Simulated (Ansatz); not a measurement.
# CsEu: the cost of one run

Computed with Ansatz 0.2.0 (DFT PBE, with the methods named in each step, unless a step's input says otherwise).

### 1 The system as given

Symmetry: P-6m2, No. 187, hexagonal system. Conventional cell: a = 4.464 Å, b = 4.464 Å, c = 8.009 Å, α = 90.00°, β = 90.00°, γ = 120.00°. Cs (site symmetry -6m2) is surrounded by 6 Cs at 4.46 Å. Eu (site symmetry -6m2) is surrounded by 6 Eu at 4.46 Å.

As a file:

```xyz
4
Lattice="4.4644 0.0000 0.0000 0.0000 7.7326 0.0000 0.0000 0.0000 8.0086" Properties=species:S:1:pos:R:3 pbc="T T T"
Cs    0.0000    0.0000    4.0043
Cs    2.2322    3.8663    4.0043
Eu    2.2322    1.2888    0.0000
Eu    0.0000    5.1551    0.0000
```

Elk's input and logs are in atomic units (hartree, bohr).

Atoms are numbered in the order of the input: Cs1, Cs2, Eu3, Eu4.

### 2 Collinear moments without spin-orbit coupling, PAW

input.yaml reads:

```yaml
crystal:
  lattice:
    - [4.4644198847, 0.0, 0.0]
    - [0.0, 7.7326020666, 0.0]
    - [0.0, 0.0, 8.008631]
  atoms:
    - { symbol: Cs, position: [0.0, 0.0, 0.5] }
    - { symbol: Cs, position: [0.5, 0.5, 0.5] }
    - { symbol: Eu, position: [0.5, 0.1666666667, 0.0], spin: 7.0 }
    - { symbol: Eu, position: [0.0, 0.6666666667, 0.0], spin: -7.0 }
magnetization:
  spin_polarized: true
kpoints:
  mp_grid: { grid: [6, 4, 4] }
scf:
  occupations: { method: fermi_dirac, width: 0.05 }
  lower_state_search: "off"
hamiltonian:
  xc: pbe
  pseudopotentials: { kind: paw }
output:
  forces: true
  stress: true
  eigenvalues: true
  write_density: true
  write_potential: true
  elf: true
  volumetric_format: npy
```

Run with:

```sh
$ ansatz run input.yaml --threads 2 --pin off --max-ram 6144MiB --backend cpu --events-out ev --progress --plain --runs-dir out
```

What time and memory should one allow on 2 threads of AMD EPYC 9R45 (Zen 5), shared host?

About 13 s, with a peak of 0.86 GiB.
